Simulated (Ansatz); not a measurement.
A run of Ansatz 0.2.0 is set up as follows.

File input.yaml:

```yaml
crystal:
  lattice:
    - [0.0, 2.897844, 2.897844]
    - [2.897844, 0.0, 2.897844]
    - [2.897844, 2.897844, 0.0]
  atoms:
    - { symbol: Ge, position: [0.0, 0.0, 0.0] }
    - { symbol: Ga, position: [0.25, 0.25, 0.25] }
kpoints:
  mp_grid: { grid: [8, 8, 8] }
  band_path:
    path:
      - [0.0, 0.0, 0.0]
      - [0.5, 0.0, 0.5]
      - [0.5, 0.25, 0.75]
      - [0.375, 0.375, 0.75]
      - [0.0, 0.0, 0.0]
      - [0.5, 0.5, 0.5]
      - [0.625, 0.25, 0.625]
      - [0.5, 0.25, 0.75]
    npoints: 6
scf:
  occupations: { method: fermi_dirac, width: 0.05 }
hamiltonian:
  xc: pbesol
  pseudopotentials: { kind: all_electron, datasets: crystal }
output:
  forces: true
  stress: true
  eigenvalues: true
```

Potentials or basis: all-electron PAW datasets made for the crystal.

Launch:

```sh
$ ansatz run input.yaml --threads 1 --pin off --max-ram 3072MiB --backend cpu --events-out ev --progress --plain --runs-dir out
```

Task: What does it give for the pressure?

Result: -2.4 GPa.

Task: Predict the band gap along the path.

Result: None (metal or under the smearing width).

Levels at the corners of the path, in eV from the Fermi level:
```tsv
point	band 7	band 8	band 9	band 10	band 11	band 12
Γ	1.69	1.69	1.69	2.03	4.35	4.35
X	-5.82	-1.25	-1.25	2.26	2.38	11.00
W	-5.66	-2.17	-2.06	5.75	5.76	6.11
K	-5.59	-2.54	-0.82	2.73	5.55	8.69
Γ	1.69	1.69	1.69	2.03	4.35	4.35
L	-5.38	0.39	0.39	2.02	5.32	5.32
U	-5.59	-2.54	-0.82	2.73	5.55	8.69
W	-5.66	-2.17	-2.06	5.75	5.76	6.11
```
